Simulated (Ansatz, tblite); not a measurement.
# The cluster Si3Se4+: a ladder of methods and basis sets

One table from this session's results is given with a row withheld; the runs are named, their logs left out.

The runs use Ansatz 0.2.0, Gaussian basis; as each input shows.

Plan: GFN1-xTB, GFN2-xTB, PBE-D4/def2-TZVP, r2SCAN-D4/def2-TZVP, PBE-D4/def2-SVP, PBE0-D4/def2-SVP, HF/STO-3G, HF/6-31G, B3LYP-D4/6-31G, MP2/def2-SVP.

6 further runs of the same task are left out: 4 that didn't finish, 2 set aside as unsound or not needed. Runs told in other sessions of the task aren't counted.

**The relaxed structure**

The doublet was relaxed beforehand with PBE-D4/def2-SVP. At that level it is the lowest of the isomers that a small search found.

7 atoms, charge 1, spin multiplicity 2.

Bond lengths: Si1–Se4 2.560 Å, Si1–Se6 2.288 Å, Si2–Se4 2.404 Å, Si2–Se5 2.259 Å, Si2–Se7 2.081 Å, Si3–Se4 2.408 Å, Si3–Se5 2.341 Å, Si3–Se6 2.334 Å. Angles: Se4–Si1–Se6 96.7°, Se4–Si2–Se5 100.5°, Se4–Si2–Se7 124.4°, Se5–Si2–Se7 135.1°, Se4–Si3–Se5 98.1°, Se4–Si3–Se6 99.8°, Se5–Si3–Se6 111.8°, Si1–Se4–Si2 106.6°, Si1–Se4–Si3 78.0°, Si2–Se4–Si3 78.5°, Si2–Se5–Si3 82.9°, Si1–Se6–Si3 85.2°.

The ion is computed in the gas phase, without counter-ions or solvent.

PBE0-D4/def2-TZVP was run before; its log isn't repeated, and its numbers join the tables.

The first run:

Tight binding, by tblite at 300 K electronic temperature and without a spin-polarisation term:

```python
tblite.interface.Calculator('GFN1-xTB', numbers, positions, charge=1, uhf=1).singlepoint()
```

Tight binding, by tblite at 300 K electronic temperature and without a spin-polarisation term:

```python
tblite.interface.Calculator('GFN2-xTB', numbers, positions, charge=1, uhf=1).singlepoint()
```

start.molden holds the orbitals of an earlier run on this state, given as this run's starting guess.

Input file in.yaml:

```yaml
crystal:
  periodic: [false, false, false]
  atoms:
    - {symbol: Si, position_ang: [0.588449, 2.466280, 0.451691]}
    - {symbol: Si, position_ang: [0.335669, -1.175206, -1.135408]}
    - {symbol: Si, position_ang: [-0.616414, -0.188650, 1.584506]}
    - {symbol: Se, position_ang: [1.529370, 0.086700, 0.526212]}
    - {symbol: Se, position_ang: [-1.666809, -1.406883, -0.115706]}
    - {symbol: Se, position_ang: [-1.326659, 2.034763, 1.626085]}
    - {symbol: Se, position_ang: [1.156395, -1.816994, -2.937370]}
basis:
  gaussian: {orbitals: def2-TZVP, initial_orbitals: start.molden}
total_charge: 1
magnetization: {spin_polarized: true, initial_magnetization: 1}
hamiltonian: {xc: pbe, dispersion: d4}
scf: {omitted_lower_state_checks: [starts]}
output: {orbitals: {seedname: orbitals}}
```

Launch:

```bash
$ ansatz run in.yaml --threads 4 --pin off --events-out ev --progress --plain --max-ram 6963MiB
```

Steps of the session up to this table: PBE-D4/def2-TZVP; r2SCAN-D4/def2-TZVP; PBE-D4/def2-SVP; PBE0-D4/def2-SVP; HF/STO-3G; HF/6-31G; B3LYP-D4/6-31G; MP2/def2-SVP.

One of the session's tables, all rows but one given; the rest of the session is left out.

| level | HOMO (eV) | LUMO (eV) | gap (eV) |
| --- | --- | --- | --- |
| HF/STO-3G | -10.44 | -2.30 | 8.15 |
| HF/6-31G | -13.03 | -5.71 | 7.32 |
| PBE-D4/def2-SVP | ? | ? | ? |
| PBE-D4/def2-TZVP | -9.94 | -9.23 | 0.71 |
| r2SCAN-D4/def2-TZVP | -10.18 | -9.08 | 1.10 |
| B3LYP-D4/6-31G | -10.82 | -9.10 | 1.72 |
| PBE0-D4/def2-SVP | -11.02 | -8.73 | 2.29 |
| PBE0-D4/def2-TZVP | -10.91 | -8.59 | 2.32 |

Q: Estimate the row for PBE-D4/def2-SVP from the others.

**Answer.** HOMO (eV): -10.02; LUMO (eV): -9.33; gap (eV): 0.69. In the column «HOMO (eV)» it lies between r2SCAN-D4/def2-TZVP (-10.18) and PBE-D4/def2-TZVP (-9.94).
